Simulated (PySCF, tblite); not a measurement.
# CH₁₁BNSi₃ radical: geometry, infrared bands and EPR parameters

Aim: predict the infrared bands and EPR parameters of CH₁₁BNSi₃ radical (`[SiH3]B[CH][SiH2]N[SiH3]`).

The runs use tblite 0.8.0 and PySCF 2.14.0, with density-fitted response routines of our own; the level of theory stands in each step. All values are computed, except where a source is named. Atoms are numbered from 0 throughout.

## (1) The molecule as given

17 atoms, charge 0, multiplicity 2; geometry from: force field or distance geometry start.

Bonds of the start (Å): Si0–B1 1.95, B1–C2 1.59, C2–Si3 1.88, Si3–N4 1.79, N4–Si5 1.81, Si0–H6 1.48, Si0–H7 1.47, Si0–H8 1.46, B1–H9 1.18, C2–H10 1.10, Si3–H11 1.46, Si3–H12 1.47, N4–H13 1.04, Si5–H14 1.49, Si5–H15 1.45, Si5–H16 1.48.

## (2) Optimising the geometry with GFN2-xTB

What the job is given:

```
{"job": {"kind": "relax", "xc": "GFN2-xTB", "basis": "xTB"}, "charge": 0, "multiplicity": 2}
Si     2.719200     0.550300     0.328300
B      2.131800    -1.275200    -0.036900
C      0.680400    -1.712400     0.442600
Si    -0.483500    -0.569300    -0.482400
N     -2.187800    -0.754200     0.020800
Si    -2.882900     0.909700    -0.093600
H      4.001700     0.794500    -0.362200
H      2.841600     0.762600     1.779100
H      1.799400     1.544300    -0.212500
H      2.439800    -1.673100    -1.105800
H      0.618000    -1.609800     1.533600
H     -0.271000    -0.788500    -1.908600
H     -0.114700     0.799500    -0.080200
H     -2.298300    -1.148700     0.974600
H     -2.138000     1.568200    -1.198400
H     -4.293400     0.898100    -0.411700
H     -2.569200     1.715900     1.102400
```

On the command line:

```console
$ OMP_NUM_THREADS=1 python probes_run.py task.json out
```

One launch serves the whole session: the jobs run in the order shown.

**Question.** This job is followed by: GFN2-xTB harmonic vibrations, gas phase; UKS B3LYP, pcH-1 on B C H N Si, non-relativistic, mean-field spin-orbit, GIAO. What will the session give for the following? strongest single infrared mode (GFN2-xTB); zero-point energy (GFN2-xTB); g(iso) (B3LYP); ⟨S²⟩; largest a(iso) (averaged by class); surface potential, 1st and 99th percentile.

As calculated:

```
                                 quantity                 value
strongest single infrared mode (GFN2-xTB)  774 cm⁻¹, 812 km/mol
             zero-point energy (GFN2-xTB)         66.2 kcal/mol
                           g(iso) (B3LYP)               2.00256
                                     ⟨S²⟩    0.758 (exact 0.75)
       largest a(iso) (averaged by class)    1H on H9, 67.5 MHz
    surface potential, 1st and 99th percentile    -0.23 V and 1.77 V
```

**Reading.** The optimisation took 196 steps and gained 1.632 eV; among the close pairs (by a distance rule), B1–C2 changed most, from 1.590 to 1.459 Å. The lowest mode is slightly imaginary (6i cm⁻¹), a soft motion within the noise of the Hessian, so the minimum is not strictly shown. The strongest single mode, at 774 cm⁻¹, is spread over several atoms, H16, H15, C2, H7 among them. Unscaled tight-binding wavenumbers are off by several per cent, some by more. Its intensities can rank the bands wrongly. C2 carries the largest spin population, 0.72 e. The isotropic g lies 0.2 ppt above the free-electron value.
